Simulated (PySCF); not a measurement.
# C2H4BNO2: geometry, NMR shifts, spin-spin couplings, electronic excitations and core binding energies

Wanted: the NMR shifts, spin-spin couplings, electronic excitations and core binding energies of C2H4BNO2 (`OB(O)[C@H]1C=N1`), by calculation.

Computed with PySCF 2.14.0, with density-fitted response routines of our own, on a single molecule in the gas phase. Atoms count from 0, in the outputs and in this text.

### 1 The molecule as given

10 atoms, charge 0, multiplicity 1; geometry from: GFN2-xTB.

Bonds of the start (Å): O0–B1 1.35, B1–O2 1.36, B1–C3 1.57, C3–C4 1.46, C4–N5 1.24, N5–C3 1.53, O0–H6 0.96, O2–H7 0.96, C3–H8 1.09, C4–H9 1.06.

### 2 Relaxing the molecule at PBE0-D3(BJ)/def2-SVP

The job: settings as JSON, then the geometry in Å.

```
{"job": {"xc": "PBE0", "basis": "def2-SVP", "d3": "d3bj", "grid": 1, "kind": "geom"}, "charge": 0, "multiplicity": 1}
O     -1.574345    -0.721366    -0.945823
B     -0.678942    -0.251224    -0.044517
O     -0.998790     0.150000     1.210163
C      0.817833    -0.131522    -0.503232
C      1.761264     0.766200     0.167721
N      1.941886    -0.420924     0.486560
H     -2.485471    -0.798526    -0.659532
H     -1.910427     0.048138     1.485887
H      1.053429    -0.405363    -1.528884
H      2.082446     1.769241     0.309128
```

**Question.** This job is followed by: GIAO PBE0/pcSseg-1 NMR shielding, non-relativistic, gas phase; B3LYP/pcJ-1 indirect spin-spin coupling, non-relativistic, gas phase; TDDFT wB97X-D/def2-SVPD, vertical, gas phase, core orbitals frozen in the response; GIAO mPW1PW91/pcSseg-2 NMR shielding, non-relativistic, gas phase; delta-SCF UKS SCAN, pcX-2 on the ionised atom, pcseg-1 elsewhere, spin-free X2C. What will the session give for the following? point group; rotational constants (main isotopes); ¹³C shifts against TMS (PBE0/pcSseg-1); ¹H shifts against TMS (PBE0/pcSseg-1, means over atoms taken as alike); ¹⁷O shifts against H2O (PBE0/pcSseg-1, means over atoms taken as alike); ¹¹B shifts against BF3·OEt2 (PBE0/pcSseg-1); ¹⁵N shifts against NH3 (PBE0/pcSseg-1); largest coupling of the table (B3LYP/pcJ-1); lowest singlet (wB97X-D/def2-SVPD); brightest single state of those computed; lowest triplet; vertical ionisation energy (ΔSCF); O1s binding energies, SCAN/pcX-2; B1s binding energies, SCAN/pcX-2; C1s binding energies, SCAN/pcX-2 (standing for 1 of 2 atoms); N1s binding energies, SCAN/pcX-2; range of the shift of O0.

The runs gave:

```
                                                               quantity                        value
                                                            point group                           C1
                                   rotational constants (main isotopes)         7.81, 2.63, 2.18 GHz
                                 ¹³C shifts against TMS (PBE0/pcSseg-1)              166.6, 14.1 ppm
 ¹H shifts against TMS (PBE0/pcSseg-1, means over atoms taken as alike)         9.60, 2.83, 0.72 ppm
¹⁷O shifts against H2O (PBE0/pcSseg-1, means over atoms taken as alike)                    119.8 ppm
                            ¹¹B shifts against BF3·OEt2 (PBE0/pcSseg-1)                     28.9 ppm
                                 ¹⁵N shifts against NH3 (PBE0/pcSseg-1)                    336.1 ppm
                            largest coupling of the table (B3LYP/pcJ-1)      ¹J(C,H) C4–H9, 256.6 Hz
                                     lowest singlet (wB97X-D/def2-SVPD)  5.38 eV (231 nm), f = 0.002
                               brightest single state of those computed  state 5, 7.69 eV, f = 0.236
                                                         lowest triplet                      4.62 eV
                                      vertical ionisation energy (ΔSCF)                     10.14 eV
                                       O1s binding energies, SCAN/pcX-2                 O0 539.29 eV
                                       B1s binding energies, SCAN/pcX-2                 B1 197.24 eV
           C1s binding energies, SCAN/pcX-2 (standing for 1 of 2 atoms)                 C3 291.03 eV
                                       N1s binding energies, SCAN/pcX-2                 N5 405.10 eV
                                               range of the shift of O0           113.9 to 119.8 ppm
```

What this shows: Relaxing lowered the energy by 0.056 eV in 4 steps; the close pair that moved most is C3–N5, from 1.525 to 1.556 Å. At PBE0/pcSseg-1: Shielding is most anisotropic at N5 (span 667 ppm, paramagnetic term -395 ppm). In the run at B3LYP/pcJ-1, the largest coupling of the table is C4–H9, 256.6 Hz, of which the Fermi-contact term gives 257.1 Hz. Couplings across rotatable bonds belong to this one conformer; where others are populated, the observed values are averages. The first singlet state (HOMO→LUMO+1 0.96) lies at 5.38 eV and is weak; of the 10 states computed, the strongest absorption comes from state 5 at 7.69 eV. The lowest triplet lies 0.76 eV below the lowest singlet (triplets in Tamm-Dancoff, singlets in full TDDFT). ΔSCF puts the ionisation energy at 10.14 eV, 0.46 eV above −ε(HOMO). Across the 2 runs the shift of O0 (with its like atoms) moves most, between 113.9 (mPW1PW91/pcSseg-2) and 119.8 ppm (PBE0/pcSseg-1). Most of that comes from the computed reference, not from the atom's own shielding.
